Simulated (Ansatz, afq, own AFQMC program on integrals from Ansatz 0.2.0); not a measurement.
# GeH2− (doublet): AFQMC on the coupled-cluster ladder at distance Ge1–H3 = 4.340 Å, aug-cc-pVDZ, part 2 of 2

Ansatz 0.2.0, Gaussian basis, and an in-house AFQMC program (afq) on its integrals; all values are calculated; aug-cc-pVDZ, frozen cores.

**12. CCSD(T) on ROHF**

File in.yaml:

```yaml
crystal:
  periodic: [false, false, false]
  atoms:
    - {symbol: Ge, position_ang: [0.000000, -0.056452, -0.026146]}
    - {symbol: H, position_ang: [0.000000, 1.082343, -1.184574]}
    - {symbol: H, position_ang: [0.000000, 2.986034, 3.068831]}
basis:
  gaussian: {orbitals: aug-cc-pVDZ}
total_charge: -1
magnetization: {spin_polarized: false, initial_magnetization: 1}
correlation: {method: ccsd_t, electrons: outside_noble_gas, hamiltonian_folder: ham}
```

Started as:

```bash
$ ansatz run in.yaml --threads 1 --pin off --events-out ev --progress --plain --max-ram 1382MiB
```

What it wrote, shortened:

```text
Functional definition: HF
  name "HF"
  cite "Fock, Z. Phys. 61, 126 (1930) doi:10.1007/BF01340294"
  parent pbe
[...]
576 factors; integrals over basis functions are off by at most 8.0e-4 eV
[...]
mean field -56500.61211333 eV, -2076.3591976744 hartree, gradient 1.6e-6 eV, S^2 0.750000; 11 other end points of the search recorded, 0 dependent functions left out
[...]
determinant -56500.61211333 eV, -2076.3591976744 hartree, with singles and doubles -56504.25347296 eV, -2076.4930151726 hartree
determinant -56500.30094885 eV, -2076.3477625908 hartree, with singles and doubles -56503.84724403 eV, -2076.4780865347 hartree
determinant -56500.18617466 eV, -2076.3435447170 hartree, with singles and doubles -56503.31714907 eV, -2076.4586059043 hartree
determinant -56500.18567869 eV, -2076.3435264907 hartree, with singles and doubles -56503.48085046 eV, -2076.4646218195 hartree
[...]
determinant -56500.30094885 eV, -2076.3477625908 hartree, with singles and doubles -56503.82494218 eV, -2076.4772669569 hartree
[...]
determinant -56498.16561105 eV, -2076.2692903741 hartree, with singles and doubles -56504.19882432 eV, -2076.4910068724 hartree
determinant -56498.16561105 eV, -2076.2692903741 hartree, with singles and doubles -56504.25264003 eV, -2076.4929845629 hartree
unrestricted determinant -56501.53844971 eV, -2076.3932399086 hartree, S^2 1.7437
14 core orbitals not correlated: weight in the atoms' cores, before any rotation towards them, 1.000 or more for the frozen orbitals, at most 0.000 for the correlated occupied ones
reference -56500.61211333 eV, -2076.3591976744 hartree; 4, 3 occupied and 36, 37 virtual orbitals, 576 factors
second order -2.54994182 eV of doubles, -0.05582057 eV of singles
cycle   1  -3.65199446 eV  change    1.3e-6 eV  update   3.1e-6
perturbative correction -0.17641465 eV, -0.0064831189 hartree
Total energy: -56504.44052244 eV, -2076.4998891143 hartree
```

It took 11 s on 1 thread of Arm Neoverse V1, shared host.

From the report: correlation -3.8284 eV; T1 0.129; largest double amplitude 0.15.

This run also writes the integrals to the folder ham.

**13. CCSDT(Q) on ROHF**

Edit in.yaml of step 12 so:

```diff
@@ -10,2 +10,2 @@
 magnetization: {spin_polarized: false, initial_magnetization: 1}
-correlation: {method: ccsd_t, electrons: outside_noble_gas, hamiltonian_folder: ham}
+correlation: {method: ccsdt_q, electrons: outside_noble_gas}
```

The command is unchanged.

What it wrote, shortened:

```text
Functional definition: HF
  name "HF"
  cite "Fock, Z. Phys. 61, 126 (1930) doi:10.1007/BF01340294"
  parent pbe
[...]
941 factors; integrals over basis functions are off by at most 1.6e-7 eV
[...]
mean field -56500.61214047 eV, -2076.3591986719 hartree, gradient 1.5e-6 eV, S^2 0.750000; 11 other end points of the search recorded, 0 dependent functions left out
[...]
determinant -56500.61214047 eV, -2076.3591986719 hartree, with singles and doubles -56504.25350330 eV, -2076.4930162876 hartree
determinant -56500.30097604 eV, -2076.3477635902 hartree, with singles and doubles -56503.84727271 eV, -2076.4780875889 hartree
determinant -56500.18620200 eV, -2076.3435457218 hartree, with singles and doubles -56503.31717856 eV, -2076.4586069880 hartree
determinant -56500.18570552 eV, -2076.3435274764 hartree, with singles and doubles -56503.48087928 eV, -2076.4646228787 hartree
[...]
determinant -56500.30097604 eV, -2076.3477635902 hartree, with singles and doubles -56503.82496895 eV, -2076.4772679408 hartree
determinant -56498.16563780 eV, -2076.2692913569 hartree, with singles and doubles -56504.19885573 eV, -2076.4910080264 hartree
determinant -56498.16563780 eV, -2076.2692913569 hartree, with singles and doubles -56504.25266579 eV, -2076.4929855096 hartree
unrestricted determinant -56501.53847586 eV, -2076.3932408695 hartree, S^2 1.7437
14 core orbitals not correlated: weight in the atoms' cores, before any rotation towards them, 1.000 or more for the frozen orbitals, at most 0.000 for the correlated occupied ones
reference -56500.61214047 eV, -2076.3591986719 hartree; 4, 3 occupied and 36, 37 virtual orbitals, 941 factors
second order -2.54994998 eV of doubles, -0.05582059 eV of singles
cycle   1  -3.21223307 eV  change   -6.1e-1 eV  update   1.0e-1
[...]
cycle  37  -3.87644874 eV  change   -1.4e-7 eV  update   2.7e-7
perturbative correction -0.02763513 eV, -0.0010155721 hartree
Total energy: -56504.51622434 eV, -2076.5026711077 hartree
```

It took 32 s on 1 thread of Arm Neoverse V1, shared host; peak memory 0.26 GiB.

From the report: correlation -3.9041 eV; T1 0.174; largest double amplitude 0.23.

**14. Phaseless AFQMC, CISD trial on ROHF**

It reads the integrals that the CCSD(T) run on this determinant wrote.

Started as:

```bash
$ afq ham --method phaseless --trial cisd --walkers 60 --populations 1 --least-time 40 --time-step 0.005 --steps-per-block 50 --equilibration-blocks 40 --max-blocks 300 --target-error 0.00064 --factor-cut 1e-05 --start spin_pure --seed 8152 --release-times 0.24,0.51,0.99,1.62,2.4 --release-step 0.03 --release-every 4 --taylor-order 6
```

What it wrote:

```text
orbitals 40  electrons 4 3  factors 287 of 576
reference energy -2076.35919767 Eh
CCSD correlation -0.13420827 Eh in 24 cycles, weight of the determinant in the CISD state 0.6922
energy of the start -2076.493403 Eh
 block  time / (1/Eh)  mean weight  energy / Eh
     1     0.250  1.0004  -2076.492003
     2     0.500  1.0006  -2076.491833
     3     0.750  1.0004  -2076.492062
     4     1.000  1.0010  -2076.492207
     5     1.250  0.9991  -2076.492764
     6     1.500  1.0001  -2076.492565
     7     1.750  1.0009  -2076.494287
     8     2.000  0.9998  -2076.495834
     9     2.250  0.9991  -2076.496478
    10     2.500  0.9999  -2076.497486
    11     2.750  1.0002  -2076.502004
    16     4.000  1.0013  -2076.496824
    21     5.250  0.9998  -2076.500564
    26     6.500  0.9988  -2076.500982
    31     7.750  0.9992  -2076.495313
    36     9.000  1.0016  -2076.499823
    41    10.250  1.0005  -2076.499918
    46    11.500  0.9998  -2076.496259
    51    12.750  0.9982  -2076.495291
    56    14.000  1.0016  -2076.500816
    61    15.250  1.0009  -2076.502642
    66    16.500  0.9990  -2076.503717
    71    17.750  1.0001  -2076.494587
    76    19.000  0.9997  -2076.499042
    81    20.250  1.0015  -2076.495407
    86    21.500  0.9994  -2076.499734
    91    22.750  1.0006  -2076.505356
    96    24.000  0.9975  -2076.499596
   101    25.250  0.9997  -2076.506693
   106    26.500  1.0004  -2076.499196
   111    27.750  1.0012  -2076.499546
   116    29.000  1.0003  -2076.498108
   121    30.250  1.0000  -2076.504310
   126    31.500  1.0000  -2076.499482
   131    32.750  0.9993  -2076.496308
   136    34.000  1.0015  -2076.502077
   141    35.250  0.9990  -2076.501455
   146    36.500  0.9994  -2076.499762
   151    37.750  0.9994  -2076.512197
   156    39.000  0.9993  -2076.499913
   161    40.250  0.9990  -2076.492956
   166    41.500  0.9990  -2076.500583
   171    42.750  1.0002  -2076.498001
   176    44.000  0.9999  -2076.495744
   181    45.250  0.9998  -2076.500206
   186    46.500  1.0022  -2076.503590
   191    47.750  0.9986  -2076.503525
   196    49.000  1.0009  -2076.504782
blocks merged  error / Eh  count
     1  0.000351  160
     2  0.000439  80
     4  0.000545  40
     8  0.000545  20
    16  0.000639  10
released: time / (1/Eh)  energy / Eh  error  mean overlap
  0.24  -2076.500374  0.000774  0.9973
  0.51  -2076.500057  0.000642  0.9981
  0.99  -2076.500160  0.000589  1.0032
  1.62  -2076.499988  0.000787  1.0180
  2.40  -2076.500721  0.001147  1.0064
energy -2076.500317 +/- 0.000545 Eh
```

It took 3.5 min on 1 thread of Arm Neoverse V1, shared host.

Energy -56504.4522 ± 0.0148 eV. Caveats: constraint bias not in the error.

**15. Phaseless AFQMC, single-determinant trial on ROHF**

It reads the integrals that the CCSD(T) run on this determinant wrote.

Started as:

```bash
$ afq ham --method phaseless --trial hf --walkers 120 --populations 1 --least-time 40 --time-step 0.005 --steps-per-block 20 --equilibration-blocks 160 --max-blocks 600 --target-error 0.0019200000000000003 --factor-cut 1e-05 --start spin_pure --seed 5287 --taylor-order 6
```

What it wrote:

```text
orbitals 40  electrons 4 3  factors 287 of 576
reference energy -2076.35919767 Eh
CCSD correlation -0.13420827 Eh in 24 cycles, weight of the determinant in the CISD state 0.6922
energy of the start -2076.359227 Eh
 block  time / (1/Eh)  mean weight  energy / Eh
     1     0.100  0.9995  -2076.374863
     2     0.200  1.0000  -2076.388105
     3     0.300  1.0003  -2076.401320
     4     0.400  1.0010  -2076.411878
     5     0.500  1.0015  -2076.419219
     6     0.600  1.0003  -2076.430147
     7     0.700  1.0006  -2076.438152
     8     0.800  1.0013  -2076.443307
     9     0.900  0.9995  -2076.446521
    10     1.000  1.0010  -2076.451430
    15     1.500  0.9997  -2076.466704
    29     2.900  1.0013  -2076.476250
    43     4.300  0.9988  -2076.495936
    57     5.700  0.9992  -2076.510998
    71     7.100  0.9999  -2076.489101
    85     8.500  0.9988  -2076.487641
    99     9.900  0.9989  -2076.491534
   113    11.300  1.0000  -2076.498210
   127    12.700  1.0009  -2076.485415
   141    14.100  0.9987  -2076.486909
   155    15.500  1.0002  -2076.497609
   169    16.900  1.0008  -2076.477074
   183    18.300  0.9990  -2076.501165
   197    19.700  0.9997  -2076.491955
   211    21.100  1.0011  -2076.492223
   225    22.500  1.0003  -2076.493775
   239    23.900  0.9988  -2076.491712
   253    25.300  1.0015  -2076.502279
   267    26.700  1.0016  -2076.502022
   281    28.100  1.0005  -2076.503610
   295    29.500  0.9990  -2076.485264
   309    30.900  1.0011  -2076.495878
   323    32.300  0.9972  -2076.486537
   337    33.700  1.0006  -2076.498124
   351    35.100  1.0012  -2076.485944
   365    36.500  1.0007  -2076.503802
   379    37.900  0.9997  -2076.511580
   393    39.300  0.9991  -2076.488965
   407    40.700  0.9998  -2076.488842
   421    42.100  1.0001  -2076.498755
   435    43.500  1.0004  -2076.484259
   449    44.900  1.0009  -2076.501982
   463    46.300  1.0013  -2076.505652
   477    47.700  0.9994  -2076.495528
   491    49.100  1.0002  -2076.482379
   505    50.500  0.9995  -2076.498213
   519    51.900  1.0001  -2076.505184
   533    53.300  1.0002  -2076.503786
   547    54.700  0.9993  -2076.474698
blocks merged  error / Eh  count
     1  0.000535  400
     2  0.000716  200
     4  0.000947  100
     8  0.001169  50
    16  0.001242  25
    32  0.001198  12
energy -2076.494549 +/- 0.001242 Eh
```

Wall time 3.1 min (1 thread of Arm Neoverse V1, shared host).

Energy -56504.2952 ± 0.0338 eV. Caveats: constraint bias not in the error.

**16. All levels side by side**

On the UHF determinant, counted from CCSDT(Q) (a yardstick, not exact):

```csv
level,energy (eV),from CCSDT(Q) (kcal/mol),statistical error (kcal/mol),time
HF,-56501.5384,+68.48,,
MP2,-56503.6533,+19.71,,
CCSD,-56504.3111,+4.54,,
CCSD(T),-56504.4157,+2.13,,
CCSDT(Q),-56504.5082,0.00,,
"Phaseless AFQMC, CISD trial, step 0.005, 60 walkers",-56504.5091,-0.02,0.38,5.5 min
"Phaseless AFQMC, single-determinant trial, step 0.005, 120 walkers",-56504.6056,-2.25,0.65,3.3 min
```

On the ROHF determinant, counted from CCSDT(Q) (a yardstick, not exact):

| level | energy (eV) | from CCSDT(Q) (kcal/mol) | statistical error (kcal/mol) | time |
| --- | --- | --- | --- | --- |
| HF | -56500.6121 | +90.03 |  |  |
| MP2 | -56503.2179 | +29.94 |  |  |
| CCSD | -56504.2641 | +5.81 |  |  |
| CCSD(T) | -56504.4405 | +1.75 |  |  |
| CCSDT(Q) | -56504.5162 | 0.00 |  |  |
| Phaseless AFQMC, CISD trial, step 0.005, 60 walkers | -56504.4522 | +1.48 | 0.34 | 3.5 min |
| Phaseless AFQMC, single-determinant trial, step 0.005, 120 walkers | -56504.2952 | +5.10 | 0.78 | 3.1 min |

The functionals' totals stand on their own zeros and serve differences with other points: PBE -56538.361 eV; r2SCAN -56546.639 eV; PBE0 -56539.636 eV; B3LYP -56548.484 eV; wB97M-V -56543.169 eV; B2PLYP -56535.280 eV.

**17. Results**

What follows sums up all 2 parts.

```
                                                       quantity                  value
                                   CCSD(T) on UHF from CCSDT(Q)         +2.13 kcal/mol
               Phaseless AFQMC, CISD trial on UHF from CCSDT(Q)  -0.02 ± 0.38 kcal/mol
 Phaseless AFQMC, single-determinant trial on UHF from CCSDT(Q)  -2.25 ± 0.65 kcal/mol
                                  CCSD(T) on ROHF from CCSDT(Q)         +1.75 kcal/mol
              Phaseless AFQMC, CISD trial on ROHF from CCSDT(Q)  +1.48 ± 0.34 kcal/mol
Phaseless AFQMC, single-determinant trial on ROHF from CCSDT(Q)  +5.10 ± 0.78 kcal/mol
```

On UHF the phaseless walk with the CISD trial lies -0.02 kcal/mol from CCSDT(Q), within three error bars. On ROHF the phaseless walk with the CISD trial lies +1.48 kcal/mol from CCSDT(Q), 4 times its error bar. A single-determinant trial moves the result by +3.62 kcal/mol. Error bars are statistical and leave out the constraint, the time step and what remains of the start.
